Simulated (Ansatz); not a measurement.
**C₂H₆N₂OSi: one species, many methods**

One table from this session's results is given with a row withheld; the runs are named, their logs left out.

Method: functionals in def2-TZVPP, the program's frozen cores in correlated methods; program: Ansatz 0.2.0, Gaussian basis.

Plan: PBE-D4, r2SCAN-D4, PBE0-D4, B3LYP-D4, ωB97X-V, ωB97M-V, B2PLYP; CCSD(T)/def2-TZVPP; MP2/def2-QZVPP; extrapolation to the limit.

## The relaxed structure

The geometry comes from an earlier relaxation with PBE0-D4 in a triple-zeta def2 set; it is a stationary point, not always the lowest conformer.

SMILES `NC1=C(O)[SiH2]N1`, 12 atoms, charge 0, spin multiplicity 1.

Atoms are counted from 1 here; the program's logs count them from 0.

Bond lengths: N1–C2 1.368 Å, N1–H7 1.009 Å, N1–H8 1.009 Å, C2–C3 1.358 Å, C2–N6 1.426 Å, C3–O4 1.371 Å, C3–Si5 1.830 Å, O4–H9 0.960 Å, Si5–N6 1.786 Å, Si5–H10 1.490 Å, Si5–H11 1.489 Å, N6–H12 1.016 Å. Angles: C2–N1–H7 114.3°, C2–N1–H8 114.5°, H7–N1–H8 113.8°, N1–C2–C3 131.6°, N1–C2–N6 120.1°, C3–C2–N6 108.3°, C2–C3–O4 125.3°, C2–C3–Si5 87.2°, O4–C3–Si5 147.5°, C3–O4–H9 109.0°, C3–Si5–N6 77.2°, C3–Si5–H10 120.9°, C3–Si5–H11 120.4°, N6–Si5–H10 112.6°, N6–Si5–H11 115.2°, H10–Si5–H11 107.5°, C2–N6–Si5 86.9°, C2–N6–H12 113.1° and more.

Geometry (Å):

```xyz
12
charge 0, multiplicity 1
N    -1.4928   -1.2628    0.2715
C    -0.5035   -0.3635   -0.0163
C     0.5335    0.1043    0.7251
O     0.7442   -0.1656    2.0527
Si    1.1220    0.9421   -0.7912
N    -0.4301    0.2279   -1.3114
H    -1.5709   -1.4942    1.2500
H    -2.3776   -1.0675   -0.1718
H     1.0033    0.6440    2.4988
H     2.2835    0.4092   -1.5578
H     1.1874    2.4279   -0.8539
H    -0.4221   -0.4570   -2.0616
```

Set-up of the first run:

in.yaml

```yaml
crystal:
  periodic: [false, false, false]
  atoms:
    - {symbol: N, position_ang: [-1.492776, -1.262804, 0.271472]}
    - {symbol: C, position_ang: [-0.503459, -0.363548, -0.016335]}
    - {symbol: C, position_ang: [0.533470, 0.104288, 0.725081]}
    - {symbol: O, position_ang: [0.744178, -0.165600, 2.052691]}
    - {symbol: Si, position_ang: [1.122042, 0.942086, -0.791189]}
    - {symbol: N, position_ang: [-0.430077, 0.227862, -1.311358]}
    - {symbol: H, position_ang: [-1.570898, -1.494166, 1.250046]}
    - {symbol: H, position_ang: [-2.377589, -1.067466, -0.171815]}
    - {symbol: H, position_ang: [1.003319, 0.644015, 2.498773]}
    - {symbol: H, position_ang: [2.283503, 0.409216, -1.557809]}
    - {symbol: H, position_ang: [1.187353, 2.427903, -0.853932]}
    - {symbol: H, position_ang: [-0.422064, -0.456987, -2.061623]}
basis:
  gaussian: {orbitals: def2-TZVPP}
hamiltonian: {xc: pbe, dispersion: d4}
output: {forces: true, orbitals: {seedname: orbitals}}
```

Run with:

```
ansatz run in.yaml --threads 4 --pin off --events-out ev --progress --plain --max-ram 10444MiB
```

Steps of the session up to this table: PBE-D4 (GGA); r2SCAN-D4 (meta-GGA); PBE0-D4 (hybrid); B3LYP-D4 (hybrid); ωB97X-V (range-separated); ωB97M-V (range-separated); B2PLYP (double hybrid); CCSD(T) in def2-TZVPP; MP2 in def2-QZVPP.

One table of the session follows, with a row left open; its other results are not shown here.

| method | atomisation energy (eV) |
| --- | --- |
| PBE-D4 | 49.051 |
| r2SCAN-D4 | 47.368 |
| PBE0-D4 | 47.671 |
| B3LYP-D4 | 47.435 |
| ωB97X-V | 47.625 |
| ωB97M-V | 47.613 |
| B2PLYP | 46.796 |
| HF/def2-TZVPP | 31.393 |
| MP2/def2-TZVPP | 46.802 |
| CCSD/def2-TZVPP | 44.679 |
| CCSD(T)/def2-TZVPP | 45.648 |
| MP2/CBS | 48.424 |
| CCSD(T)/CBS | ? |

**Question.** Estimate the row for CCSD(T)/CBS.

**Answer.** atomisation energy (eV): 47.270. In the column «atomisation energy (eV)» it lies between MP2/def2-TZVPP (46.802) and r2SCAN-D4 (47.368).

Among the levels timed on like hardware and quicker than the yardstick, those that no quicker one beats, quickest first: PBE-D4 (2.5 s, +1.781 eV); PBE0-D4 (2.9 s, +0.401 eV); B3LYP-D4 (4.5 s, +0.165 eV); r2SCAN-D4 (4.7 s, +0.099 eV).

B2PLYP carry no dispersion term (for B3LYP, D4 adds 0.449 eV).
